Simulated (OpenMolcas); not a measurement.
# Ta²⁺ among point charges: CASSCF and CASPT2 levels and susceptibility

How does a field of 6 point charges split the states of Ta²⁺, and what χT follows?

Method: state-averaged CASSCF and CASPT2, spin-orbit coupling by RASSI with atomic mean-field integrals. Code: OpenMolcas 26.06.

## 1. The atom as given

| Item | Value |
| --- | --- |
| Species | Ta²⁺ (tantalum, Z = 73, 71 electrons) |
| Basis | ANO-RCC-VDZP [7s6p4d2f1g], 68 functions |
| Scalar Hamiltonian | DKH2, point nucleus |
| Inactive shells | 1s 2s 2p 3s 3p 3d 4s 4p 4d 4f 5s 5p |
| Active space | 3 electrons in 5 orbitals (5d) |
| Some configurations of this space | 5d³ |
| Orbitals | optimised for each spin and parity, averaged over all roots |

Outer shells as boxes (Hund's rule):

5d3
```
5d [↑ ][↑ ][↑ ][  ][  ]
```

The ion sits among 6 point charges of -1.1 e arranged as an octahedron (Oh), 2.07 Å from the ion.

Each step is its own input file, run in one work folder so that later steps find the files of earlier ones. Labels, J, g values, rates, χT and fits are worked out afterwards by a script from the matrices that RASSI stores. The input lists half of the charges; inversion (Group=XYZ) makes the rest.

## 2. Basis and integrals

Input file a.inp:

```
&GATEWAY
Coord
1

Ta 0.0 0.0 0.0
Basis=ANO-RCC-VDZP
Group=XYZ
NoMove
AngMom=0.0 0.0 0.0
AMFI
XField
3 Angstrom 0
2.070000 0.000000 0.000000 -1.100000
0.000000 2.070000 0.000000 -1.100000
0.000000 0.000000 2.070000 -1.100000
&SEWARD
```

Started as:

```console
$ OMP_NUM_THREADS=1 MOLCAS_MEM=1689 MOLCAS_PROJECT=a pymolcas a.inp > a.log
```

## 3. CASSCF: quartets of even parity, 10 roots

Input file a.inp:

```
&RASSCF
FileOrb=start.orb
Symmetry=1
Spin=4
nActEl=3 0 0
Inactive=15 19
Ras2=5 0
CIRoot=10 10 1
SDav=10
CIMx=300
Iter=120 100
PrWF=0.3
OrbListing=Nothing
MaxOrb=0
>>> COPY $Project.JobIph JOB001
```

start.orb holds the contracted functions of the basis, ordered by shell, or the orbitals of the step before.

## 4. Reference wave functions, doublets of even parity, 40 roots

Input file a.inp:

```
&RASSCF
FileOrb=start.orb
Symmetry=1
Spin=2
nActEl=3 0 0
Inactive=15 19
Ras2=5 0
CIRoot=40 40 1
SDav=40
CIMx=300
Iter=120 100
PrWF=0.3
OrbListing=Nothing
MaxOrb=0
>>> COPY $Project.JobIph JOB002
```

## 5. RASSI: spin-orbit coupling between the states

Input file a.inp:

```
&RASSI
NrOfJobIphs=2 10 40
1 2 3 4 5 6 7 8 9 10
1 2 3 4 5 6 7 8 9 10 11 12 13 14 15 16 17 18 19 20 21 22 23 24 25 26 27
28 29 30 31 32 33 34 35 36 37 38 39 40
IphNames
JOB001
JOB002
EJob
SpinOrbit
DIPRint=1.0
SOCoupling=1000.0
Subsets=2
Property=9
'ANGMOM' 1 'ANGMOM' 2 'ANGMOM' 3 'MLTPL  1' 1 'MLTPL  1' 2 'MLTPL  1' 3
'AMFI' 1 'AMFI' 2 'AMFI' 3
SOProperty=3
'ANGMOM' 1 'ANGMOM' 2 'ANGMOM' 3
```

## 6. CASPT2: IPEA 0.25, imaginary shift 0.1 (closed shells correlated: 4f 5s 5p)

Input file a.inp:

```
>>> COPY JOB001 $Project.JobIph
&CASPT2
Multistate=10 1 2 3 4 5 6 7 8 9 10
NoMult
Frozen=14 9
IPEA=0.25
Imaginary=0.1
MaxIter=60
WThr=0.0 0.3 0.05
PrWF=0.5
NoMix
>>> COPY JOB002 $Project.JobIph
&CASPT2
Multistate=40 1 2 3 4 5 6 7 8 9 10 11 12 13 14 15 16 17 18 19 20 21 22
23 24 25 26 27 28 29 30 31 32 33 34 35 36 37 38 39 40
NoMult
Frozen=14 9
IPEA=0.25
Imaginary=0.1
MaxIter=60
WThr=0.0 0.3 0.05
PrWF=0.5
NoMix
```

(Steps that only read results are left out.)

Q: Predict the outcome of this session. Wanted: spin-free ground state; first state of the same spin within the active space; lowest level; next level.

**Answer**, as computed:

```
                                            quantity                                                                           value
                                              method  SS-CASPT2, IPEA 0.25, imaginary shift 0.1 (closed shells correlated: 4f 5s 5p)
                              spin-free ground state                                                 4A2, 1-fold in its orbital part
first state of the same spin within the active space                                                               4T2 at 14100 cm⁻¹
                                        lowest level                                                                       4-fold Γ8
                                          next level                                                                     9241.6 cm⁻¹
                                         χT at 300 K                                                                  1.17 cm³ K/mol
                           effective moment at 300 K                                                                         3.06 μB
```

Cost by method:

```csv
method,time of its own steps,time with the reference
A. CASSCF,14 s,14 s
"B. SS-CASPT2, IPEA 0.25, imaginary shift 0.1, +4f 5s 5p",9.4 s,23 s
```

Times are of one thread on a shared host.

In words: The spin-free ground state (4A2) comes to 100 % from free-ion F terms and keeps the highest spin of the shell. χT at 300 K is 1.17, against 1.88 cm³ K/mol for the spin alone, so spin-orbit coupling lowers it. CASPT2 does not keep the components of a term degenerate, and the means are used. The field of point charges can differ much from that of real complexes. This is an electrostatic model: the charges have no orbitals.
